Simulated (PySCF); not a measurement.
# [Nd(NH3)4]3+: other functionals and bases at one geometry

The task here is to estimate one member of a computed series from the others.

The runs use PySCF 2.14.0; several levels, as the steps say, no spin–orbit coupling.

3 further runs of the same task are left out: 2 for a known fault of the program, 1 set aside as unsound or not needed.

### The starting structure

17 atoms, charge 3, spin multiplicity 1.

Bond lengths: Nd1–N2 2.518 Å, Nd1–N6 2.518 Å, Nd1–N10 2.520 Å, Nd1–N14 2.520 Å, N2–H3 1.035 Å, N2–H4 1.035 Å, N2–H5 1.035 Å, N6–H7 1.035 Å, N6–H8 1.035 Å, N6–H9 1.035 Å, N10–H11 1.035 Å, N10–H12 1.035 Å, N10–H13 1.035 Å, N14–H15 1.035 Å, N14–H16 1.035 Å, N14–H17 1.035 Å. Angles: N2–Nd1–N6 109.7°, N2–Nd1–N10 109.4°, N2–Nd1–N14 109.4°, N6–Nd1–N10 109.4°, N6–Nd1–N14 109.4°, N10–Nd1–N14 109.4°, Nd1–N2–H3 115.7°, Nd1–N2–H4 115.6°, Nd1–N2–H5 115.6°, H3–N2–H4 102.7°, H3–N2–H5 102.7°, H4–N2–H5 102.7°, Nd1–N6–H7 115.7°, Nd1–N6–H8 115.6°, Nd1–N6–H9 115.6°, H7–N6–H8 102.7°, H7–N6–H9 102.7°, H8–N6–H9 102.7° and more.

Coordinates:

```
atom    x (Å)    y (Å)    z (Å)
 Nd1   0.0000   0.0000   0.0039
  N2   1.4554   1.4554   1.4537
  H3   1.3352   1.3352   2.4747
  H4   2.4757   1.3324   1.3291
  H5   1.3324   2.4757   1.3291
  N6  -1.4554  -1.4554   1.4537
  H7  -1.3352  -1.3352   2.4747
  H8  -2.4757  -1.3324   1.3291
  H9  -1.3324  -2.4757   1.3291
 N10   1.4541  -1.4541  -1.4529
 H11   2.0940  -2.0940  -0.9503
 H12   0.9496  -2.0926  -2.0927
 H13   2.0926  -0.9496  -2.0927
 N14  -1.4541   1.4541  -1.4529
 H15  -2.0940   2.0940  -0.9503
 H16  -0.9496   2.0926  -2.0927
 H17  -2.0926   0.9496  -2.0927
```

Formal oxidation states: Nd +3. Each metal's 3 4f electrons lie in its core potential, so multiplicities, spins and levels count the valence alone. An earlier session relaxed this geometry at r2SCAN, Nd lcecp-1-SVP with ECP49, N def2-SVP, H def2-SVP (singlet, point group D2d).

At r2SCAN on the finer grid: E = -258.970733 Eh, HOMO -21.97 eV, LUMO -15.35 eV, Mulliken charge on Nd1 +1.63 e, largest force component 0.015 eV/Å. 

Levels to run: TPSSh; CAM-B3LYP; revPBE; M06-L; r2SCAN, TZVP. Hardware: 4 threads of Arm Neoverse V1, shared host.

The first run:

File run.py (the lines that set the calculation):

```python
mol = gto.M(atom='''
Nd     0.00000     0.00000     0.00389
N      1.45545     1.45545     1.45369
H      1.33519     1.33519     2.47475
H      2.47571     1.33237     1.32912
H      1.33237     2.47571     1.32912
N     -1.45545    -1.45545     1.45369
H     -1.33519    -1.33519     2.47475
H     -2.47571    -1.33237     1.32912
H     -1.33237    -2.47571     1.32912
N      1.45406    -1.45406    -1.45290
H      2.09397    -2.09397    -0.95030
H      0.94957    -2.09260    -2.09266
H      2.09260    -0.94957    -2.09266
N     -1.45406     1.45406    -1.45290
H     -2.09397     2.09397    -0.95030
H     -0.94957     2.09260    -2.09266
H     -2.09260     0.94957    -2.09266''',
    basis={'Nd': 'lcecp-1-SVP', 'N': 'def2-SVP', 'H': 'def2-SVP'},
    ecp={'Nd': 'lcecp-1-SVP'},
    charge=3, spin=0)
mf = dft.RKS(mol, xc='TPSSH')
mf.grids.atom_grid = (75, 302)  # f atoms: unpruned, at least (60, 302)
mf = mf.density_fit()  # fitting sets: Nd AutoAux, N def2-universal-JKFIT, H def2-universal-JKFIT
mf.conv_tol = 1e-08; mf.max_cycle = 55
mf.kernel(dm0)  # dm0: the density of the relaxed state
```

Started as:

```
$ OMP_NUM_THREADS=4 python run.py
```

Steps of the session up to this table: TPSSh; CAM-B3LYP; revPBE; M06-L; r2SCAN, TZVP.

One table of the session follows, with a row left open; its other results are not shown here.

| level | HOMO (eV) | gap (eV) | charge on Nd1 (e) | largest force component (eV/Å) |
| --- | --- | --- | --- | --- |
| r2SCAN (relaxed here) | -21.97 | 6.62 | 1.63 | 0.02 |
| TPSSh | -22.36 | 7.29 | 1.63 | 0.07 |
| CAM-B3LYP | ? | ? | ? | ? |
| revPBE | -21.59 | 6.07 | 1.51 | 0.30 |
| M06-L | -21.99 | 6.93 | 1.78 | 0.11 |
| r2SCAN, TZVP | -21.88 | 6.67 | 2.01 | 0.28 |

Estimate the missing values for CAM-B3LYP.

The run gave: HOMO (eV): -24.60; gap (eV): 10.99; charge on Nd1 (e): 1.62; largest force component (eV/Å): 0.03. In the column «HOMO (eV)» it is the lowest.

In one basis the HOMO–LUMO gap runs from 6.07 eV (revPBE) to 10.99 eV (CAM-B3LYP). The largest leftover force, 0.30 eV/Å with revPBE, stands at a geometry relaxed at another level. With 4f in the core, its levels are missing from HOMO and gap, and its count is fixed, so no charge can pass from the ligands into it. Total energies of different levels can't be compared.
